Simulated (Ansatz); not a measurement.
# FH3S2Si: the cost of one run

Program: the Python package of Ansatz 0.2.0. Level of theory: PBE0/def2-SVP. These are calculated values, not measurements.

## Step 1: Starting point

Bond lengths: F1–Si2 1.540 Å, Si2–S3 2.149 Å, S3–S4 2.156 Å, Si2–H5 1.489 Å, Si2–H6 1.481 Å, S4–H7 1.363 Å. Angles: F1–Si2–S3 107.5°, F1–Si2–H5 110.6°, F1–Si2–H6 108.7°, S3–Si2–H5 109.6°, S3–Si2–H6 110.3°, H5–Si2–H6 110.1°, Si2–S3–S4 98.4°, S3–S4–H7 97.1°.

No structure file is read: the coordinates are typed or built in the script.

## Step 2: The script

The input, run_torsion.py:

```python
import ansatz as az
from ase import Atoms

BASIS = "def2-SVP"
FUNCTIONAL = "pbe0"
FORCE_TOL = 0.02

atoms = Atoms(["F", "Si", "S", "S", "H", "H", "H"], positions=[
    (-2.1254, 1.1588, -0.0531),
    (-0.6442, 0.7682, 0.1093),
    (-0.2668, -0.8975, -1.1948),
    (1.7722, -1.2953, -0.6175),
    (0.2413, 1.9061, -0.263),
    (-0.4073, 0.3805, 1.5193),
    (1.4915, -2.0888, 0.4541),
])

first = (
    az.Crystal.molecule_from_ase(atoms).calculation()
    .basis(gaussian=BASIS)
    .functional(FUNCTIONAL)
    .relax(force_tolerance=FORCE_TOL, max_steps=80)
)
atoms.positions = first.run(threads=1, backend="cpu").report["positions_ang"]

start = atoms.get_dihedral(1, 2, 3, 6)
energies = {}
for turn in range(0, 360, 30):
    turned = atoms.copy()
    turned.set_dihedral(1, 2, 3, 6, start + turn, indices=[3, 6])
    model = (
        az.Crystal.molecule_from_ase(turned).calculation()
        .basis(gaussian=BASIS)
        .functional(FUNCTIONAL)
    )
    energies[round((start + turn) % 360)] = model.run(threads=1, backend="cpu").report["free_energy_ev"]
floor = min(energies.values())
print("dihedral Si1-S2-S3-H6 (deg)   E - E(min) (kJ/mol)")
for angle, e in sorted(energies.items()):
    print(f"{angle:8d} {96.485332 * (e - floor):14.3f}  " + "#" * int(30 * (e - floor) / max(max(energies.values()) - floor, 1e-9)))
```

## Step 3: The calls as engine input

The package turns the script's settings into the engine's input (first run):

```yaml
crystal:
  periodic: [false, false, false]
  atoms:
    - { symbol: F, position_ang: [-2.1254, 1.1588, -0.0531] }
    - { symbol: Si, position_ang: [-0.6442, 0.7682, 0.1093] }
    - { symbol: S, position_ang: [-0.2668, -0.8975, -1.1948] }
    - { symbol: S, position_ang: [1.7722, -1.2953, -0.6175] }
    - { symbol: H, position_ang: [0.2413, 1.9061, -0.263] }
    - { symbol: H, position_ang: [-0.4073, 0.3805, 1.5193] }
    - { symbol: H, position_ang: [1.4915, -2.0888, 0.4541] }
basis:
  gaussian:
    orbitals: def2-SVP
hamiltonian:
  xc: pbe0
relax:
  f_tol: 0.02
  max_steps: 80
```

## Step 4: Launch

Launch:

```bash
$ python run_torsion.py
```

**Question.** How long does this script take on 1 thread of Intel Xeon Platinum 8488C (Sapphire Rapids), shared host, and how much memory does it need?

About 48 s, with a peak of 0.25 GiB.
